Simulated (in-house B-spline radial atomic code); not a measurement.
# Al⁶⁺: binding energies from hole states

How much more does a second hole in Al⁶⁺ cost because of the first?

Program: in-house B-spline radial atomic code version 1. Level of theory: Dirac-Hartree-Fock, average of configuration, Fermi nucleus, basis-set limit. These are calculated values, not measurements, unless marked.

## 1. The atom as given

| Item | Value |
| --- | --- |
| element | aluminium (Z = 13) |
| charge | +6 |
| electrons | 7 |
| configuration | [He] 2s2 2p3 |
| Hamiltonian | Dirac-Coulomb |
| nucleus | Fermi, rms radius 3.061 fm |

The outer shells:

[He] 2s2 2p3
```
[He] core
2s [↑↓]
2p [↑ ][↑ ][↑ ]
```

The boxes draw the filling by Hund's rule, which heavy ions in jj coupling don't follow; these runs average over all states of the configuration.

The run's settings:

```ini
Z = 13
electrons = 7.0
configuration = [He] 2s2 2p3
hamiltonian = dirac
method = hf
spin_polarised = False
nucleus = fermi
rms_radius = 3.061
mass_number = 27
atomic_mass = 26.981538408
speed_of_light = 137.035999084
```

This reference run was done before. Its total energy is -223.265127 hartree, and its levels are (the highest eight at most):

```tsv
orbital	occupation	energy (eV)	<r> (bohr)
1s1/2	2	-1775.99	0.1195
2s1/2	2	-271.00	0.5671
2p1/2	1	-238.59	0.5122
2p3/2	2	-238.02	0.5136
```

Single holes known from earlier runs (ΔSCF): 1s 1763.30 eV, 2s 269.71 eV, 2p 236.60 eV.

## 2. The 2s and 2p holes

The run's settings:

```ini
Z = 13
electrons = 5.0
configuration = 1s2 2s1 2p2
hamiltonian = dirac
method = hf
spin_polarised = False
nucleus = fermi
rms_radius = 3.061
mass_number = 27
atomic_mass = 26.981538408
speed_of_light = 137.035999084
```

## 3. The 1s and 2p holes

Settings: those of step 2 with these lines changed.

```diff
@@ -2,3 +2,3 @@
 electrons = 5.0
-configuration = 1s2 2s1 2p2
+configuration = 1s1 2s2 2p2
 hamiltonian = dirac
```

## 4. The 1s and 1s holes

Settings: those of step 3 with these lines changed.

```diff
@@ -2,3 +2,3 @@
 electrons = 5.0
-configuration = 1s1 2s2 2p2
+configuration = 2s2 2p3
 hamiltonian = dirac
```

## 5. The 1s and 2s holes

Settings: those of step 4 with these lines changed.

```diff
@@ -2,3 +2,3 @@
 electrons = 5.0
-configuration = 2s2 2p3
+configuration = 1s1 2s1 2p3
 hamiltonian = dirac
```

## 6. The 2s and 2s holes

Settings: those of step 5 with these lines changed.

```diff
@@ -2,3 +2,3 @@
 electrons = 5.0
-configuration = 1s1 2s1 2p3
+configuration = 1s2 2p3
 hamiltonian = dirac
```

What does each hole state cost in eV, and how does that compare with the orbital energies or single holes?

The runs gave:

| two holes | ΔSCF (eV) | less the two single holes (eV) |
| --- | --- | --- |
| 2s and 2p | 545.66 | 39.35 |
| 1s and 2p | 2060.34 | 60.44 |
| 1s and 1s | 3720.93 | 194.33 |
| 1s and 2s | 2083.39 | 50.37 |
| 2s and 2s | 581.46 | 42.03 |

What this shows: Two holes cost more than the sum of each, because the second electron leaves a more charged ion. The excess runs from 39.4 eV (2s and 2p) to 194.3 eV (1s and 1s); it tends to be largest where both holes are compact. Two partly filled shells share a symmetry and can mix in the average, which may lower the energy, in these hole states: 1s and 2s. Values are for the free ion, measured from the vacuum level.
